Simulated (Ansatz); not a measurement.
# Na4RuO: the cost of one run

Program: Ansatz 0.2.0. Level of theory: DFT PBE, scalar-relativistic, plane waves, PAW. These are calculated values, not measurements.

1 further run of the same task is left out (it didn't finish).

### 1 The system as given

The structure is cubic, space group F-43m (No. 216). Conventional cell: a = 7.236 Å, b = 7.236 Å, c = 7.236 Å, α = 90.00°, β = 90.00°, γ = 90.00°. Na (site symmetry 3m) has 6 Na at 2.56 Å and 3 Ru at 3.00 Å and 3 O at 3.00 Å as nearest neighbours. Around Ru (site symmetry -43m) lie 12 Na at 3.00 Å and 4 O at 3.13 Å. O (site symmetry -43m) has 12 Na at 3.00 Å and 4 Ru at 3.13 Å as nearest neighbours.

Coordinates:

```cif
data_structure
_symmetry_space_group_name_H-M 'F-43m'
_symmetry_Int_Tables_number 216
_cell_length_a 7.2357
_cell_length_b 7.2357
_cell_length_c 7.2357
_cell_angle_alpha 90.000
_cell_angle_beta 90.000
_cell_angle_gamma 90.000
_cell_volume 378.83
loop_
_atom_site_label
_atom_site_type_symbol
_atom_site_symmetry_multiplicity
_atom_site_Wyckoff_symbol
_atom_site_fract_x
_atom_site_fract_y
_atom_site_fract_z
_atom_site_occupancy
Na1 Na 16 e 0.62500 0.12500 0.87500 1
Ru1 Ru 4 a 0.00000 0.00000 0.00000 1
O1 O 4 d 0.25000 0.25000 0.75000 1
```

The cell is invented: species swapped into a database cell of MgCu4Sn (F-43m, No. 216), with O on the Mg sites, Na on the Cu sites and Ru on the Sn sites. Lengths come from tabulated atomic sizes and are only a guess.

### 2 The guess as it stands, on a coarse mesh

Contents of input.yaml:

```yaml
crystal:
  lattice:
    - [0.0, 3.61786326, 3.61786326]
    - [3.61786326, 0.0, 3.61786326]
    - [3.61786326, 3.61786326, 0.0]
  atoms:
    - { symbol: Na, position: [0.125, 0.625, 0.625] }
    - { symbol: Na, position: [0.625, 0.625, 0.625] }
    - { symbol: Na, position: [0.625, 0.125, 0.625] }
    - { symbol: Na, position: [0.625, 0.625, 0.125] }
    - { symbol: Ru, position: [0.0, 0.0, 0.0], spin: 1.0 }
    - { symbol: O, position: [0.25, 0.25, 0.25] }
basis:
  ecutwfc: 420
kpoints:
  mp_grid: { grid: [4, 4, 4] }
hamiltonian:
  xc: pbe
scf:
  occupations: { method: gaussian, width: 0.1 }
  lower_state_search: "off"
output:
  forces: true
  stress: true
  eigenvalues: true
  populations: true
magnetization:
  spin_polarized: true
```

On the command line:

```sh
ansatz run input.yaml --threads 1 --pin off --max-ram 2560MiB --backend cpu --events-out ev --progress --plain --runs-dir out
```

What time and memory should one allow on 1 thread of Arm Neoverse V2, shared host?

About 8.5 s, with a peak of 0.33 GiB.
